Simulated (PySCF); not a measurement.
**SeS (triplet): basis, grid and Hamiltonian**

Which parts of the numerical set-up matter for SeS (triplet)? Each run edits the base script.

Computed with PySCF 2.14.0. Level: method and basis as typed in the scripts.

1 further run of the same task is left out (it didn't finish).

### 1 Starting geometry

SeS (triplet): 2 atoms, charge 0, spin multiplicity 3.

Bond lengths: Se1–S2 1.995 Å.

### 2 The run that the others are compared with

input.py

```python
from pyscf import gto, scf, mp

mol = gto.M(
    atom='Se 0 0 0; S 0 0 1.995',
    basis='cc-pvdz',
    charge=0,
    spin=2,
    verbose=4,
)
mf = scf.UHF(mol)
mf.kernel()
mp.MP2(mf, frozen=14).kernel()
mf.dip_moment()
print('orbital energies (hartree):', [e[max(0, n-3):n+3].round(4) for e, n in zip(mf.mo_energy, mol.nelec)])
```

On the command line:

```
$ OMP_NUM_THREADS=1 python input.py
```

The log of this run is left out.

It gives: E(SCF) = -2797.348248 Eh, 12 cycles, E(MP2) − E(SCF) = -0.23750 Eh, ⟨S²⟩ = 2.030, μ = 0.72 D (of the SCF density).

The bond length is a typed value, not an optimised one. The triplet is typed in the script; nothing here shows that it is the ground state.

### 3 Density fitting weigend

Edit 1 changes density fitting: none → weigend.

input.py

```python
from pyscf import gto, scf, mp

mol = gto.M(
    atom='Se 0 0 0; S 0 0 1.995',
    basis='cc-pvdz',
    charge=0,
    spin=2,
    verbose=4,
)
mf = scf.UHF(mol)
mf = mf.density_fit(auxbasis='weigend')
mf.kernel()
mp.MP2(mf, frozen=14).kernel()
mf.dip_moment()
print('orbital energies (hartree):', [e[max(0, n-3):n+3].round(4) for e, n in zip(mf.mo_energy, mol.nelec)])
```

On the command line:

```
$ OMP_NUM_THREADS=1 python input.py
```

### 4 X2c-svpall (X2C on)

Edit 2 changes basis set: cc-pvdz → x2c-svpall; spin-free X2C: off → on.

Edit input.py of step 2 so:

```diff
@@ -4,3 +4,3 @@
     atom='Se 0 0 0; S 0 0 1.995',
-    basis='cc-pvdz',
+    basis='x2c-svpall',
     charge=0,
@@ -10,2 +10,3 @@
 mf = scf.UHF(mol)
+mf = mf.sfx2c1e()
 mf.kernel()
```

### 5 Density fitting def2-universal-jkfit

Edit 3 changes density fitting: none → def2-universal-jkfit.

Edit input.py of step 2 so:

```diff
@@ -10,2 +10,3 @@
 mf = scf.UHF(mol)
+mf = mf.density_fit(auxbasis='def2-universal-jkfit')
 mf.kernel()
```

### 6 Cartesian functions on

Edit 4 changes Cartesian functions: off → on.

Edit input.py of step 2 so:

```diff
@@ -7,2 +7,3 @@
     spin=2,
+    cart=True,
     verbose=4,
```

### 7 Density fitting cc-pvdz-jkfit

Edit 5 changes density fitting: none → cc-pvdz-jkfit.

Edit input.py of step 2 so:

```diff
@@ -10,2 +10,3 @@
 mf = scf.UHF(mol)
+mf = mf.density_fit(auxbasis='cc-pvdz-jkfit')
 mf.kernel()
```

### 8 Spin-free X2C on

Edit 6 changes spin-free X2C: off → on.

Edit input.py of step 2 so:

```diff
@@ -10,2 +10,3 @@
 mf = scf.UHF(mol)
+mf = mf.sfx2c1e()
 mf.kernel()
```

What does the calculation give? Wanted: for each run, E(SCF); from base; gap, α spin; SCF dipole; after the SCF.

As calculated:

| run | E(SCF) (hartree) | from base (eV) | cycles | gap, α spin (eV) | SCF dipole (D) | functions | after the SCF |
| --- | --- | --- | --- | --- | --- | --- | --- |
| base | -2797.348248 | 0 | 12 | 13.43 | 0.72 | 45 | MP2 correlation -6.463 eV, core frozen |
| density fitting weigend | -2771.662708 | +698.9392 | 12 | 13.41 | 0.37 | 45 | MP2 correlation -6.921 eV, core frozen |
| x2c-svpall (X2C on) | -2826.146135 | not comparable | 12 | 13.70 | 0.70 | 50 | MP2 correlation -9.338 eV, core frozen |
| density fitting def2-universal-jkfit | -2797.348189 | +0.0016 | 12 | 13.42 | 0.72 | 45 | MP2 correlation -6.463 eV, core frozen |
| Cartesian functions on | -2797.349794 | -0.0421 | 12 | 13.43 | 0.71 | 48 | MP2 correlation -6.566 eV, core frozen |
| density fitting cc-pvdz-jkfit | -2796.719540 | +17.1080 | 12 | 13.44 | 0.69 | 45 | MP2 correlation -6.519 eV, core frozen |
| spin-free X2C on | -2820.222390 | -622.4371 | 12 | 13.41 | 0.71 | 45 | MP2 correlation -6.474 eV, core frozen |

What this shows: Of the runs whose energies can be compared, “density fitting weigend” moves the SCF energy most (+698.939 eV). Scalar relativity lowers the total energy by 622.44 eV, nearly all of it in the inner shells; a basis contracted without relativity catches only part of it.
